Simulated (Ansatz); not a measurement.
# CH4O2Sn: up Jacob's ladder to CCSD(T)

An exercise on one series of results from a longer session: the logs are not shown, and one member is left open.

Program: Ansatz 0.2.0, Gaussian basis. Level of theory: functionals in def2-TZVPP, the program's frozen cores in correlated methods. These are calculated values, not measurements.

The runs, in order: LDA (SPW92), PBE-D4, revPBE-D4, BLYP-D4, r2SCAN-D4, B97M-V, PBE0-D4, B3LYP-D4, r2SCANh-D4, r2SCAN0-D4, HSE06-D4, BHLYP-D4, CAM-B3LYP-D4, LC-ωPBE, ωB97X-V, ωB97M-V, B2PLYP, PBE-QIDH; CCSD(T)/def2-SVP; CCSD(T)/def2-TZVPP; MP2/def2-QZVPP; extrapolation to the limit; RPA on PBE.

1 further run of the same task is left out (for a known fault of the program).

## The geometry

All runs share one geometry, relaxed beforehand with PBE0-D4 in a triple-zeta def2 set. Sn takes the def2 core potential; no spin-orbit term is included.

8 atoms, charge 0, spin multiplicity 1.

Atoms are counted from 1 here; the program's logs count them from 0.

Bond lengths: O1–Sn2 2.022 Å, O1–H5 0.960 Å, Sn2–O4 2.454 Å, Sn2–H6 1.792 Å, C3–O4 1.209 Å, C3–H7 1.102 Å, C3–H8 1.101 Å. Angles: Sn2–O1–H5 112.1°, O1–Sn2–O4 84.3°, O1–Sn2–H6 93.8°, O4–Sn2–H6 85.1°, O4–C3–H7 120.5°, O4–C3–H8 119.6°, H7–C3–H8 119.9°, Sn2–O4–C3 117.9°.

Set-up of the first run:

Contents of in.yaml:

```yaml
crystal:
  periodic: [false, false, false]
  atoms:
    - {symbol: O, position_ang: [-1.596472, 0.280609, -0.459976]}
    - {symbol: Sn, position_ang: [-0.842057, 1.221401, 1.162990]}
    - {symbol: C, position_ang: [0.949684, -1.194674, 0.064438]}
    - {symbol: O, position_ang: [1.078697, -0.268650, 0.830937]}
    - {symbol: H, position_ang: [-1.384292, 0.741278, -1.275073]}
    - {symbol: H, position_ang: [0.097297, 2.398672, 0.191314]}
    - {symbol: H, position_ang: [0.017137, -1.319753, -0.508628]}
    - {symbol: H, position_ang: [1.772207, -1.915884, -0.061602]}
basis:
  gaussian: {orbitals: def2-TZVPP}
hamiltonian: {xc: lda}
output: {orbitals: {seedname: orbitals}}
```

On the command line:

```sh
ansatz run in.yaml --threads 2 --pin off --events-out ev --progress --plain --max-ram 4352MiB
```

Steps of the session up to this table: LDA; PBE-D4 (GGA); revPBE-D4 (GGA); BLYP-D4 (GGA); r2SCAN-D4 (meta-GGA); B97M-V (meta-GGA); B3LYP-D4 (hybrid); r2SCANh-D4 (hybrid); r2SCAN0-D4 (hybrid); HSE06-D4 (hybrid); BHLYP-D4 (hybrid); CAM-B3LYP-D4 (range-separated); LC-ωPBE (range-separated); ωB97X-V (range-separated); ωB97M-V (range-separated); B2PLYP (double hybrid); PBE-QIDH (double hybrid).

One of the session's tables, all rows but one given; the rest of the session is left out.

It belongs to the step «Frontier levels by functional». 

```
  functional  HOMO (eV)  LUMO (eV)  gap (eV)
 LDA (SPW92)      -5.41      -3.67      1.73
      PBE-D4      -5.25      -3.42      1.83
   revPBE-D4      -5.19      -3.33      1.87
     BLYP-D4      -5.16      -3.30      1.86
   r2SCAN-D4      -5.47      -3.22      2.25
      B97M-V          ?          ?         ?
     PBE0-D4      -6.20      -2.23      3.97
    B3LYP-D4      -6.07      -2.53      3.54
  r2SCANh-D4      -5.82      -2.77      3.05
  r2SCAN0-D4      -6.36      -2.10      4.26
    HSE06-D4      -5.81      -2.63      3.18
    BHLYP-D4      -7.09      -0.97      6.12
CAM-B3LYP-D4      -7.46      -1.00      6.45
     LC-ωPBE      -8.64       0.32      8.95
     ωB97X-V      -8.36       0.22      8.58
     ωB97M-V      -8.28       0.11      8.38
```

Q: Estimate the row for B97M-V from the others.

As computed: HOMO (eV): -5.39; LUMO (eV): -3.11; gap (eV): 2.27. In the column «HOMO (eV)» it lies between LDA (SPW92) (-5.41) and PBE-D4 (-5.25).
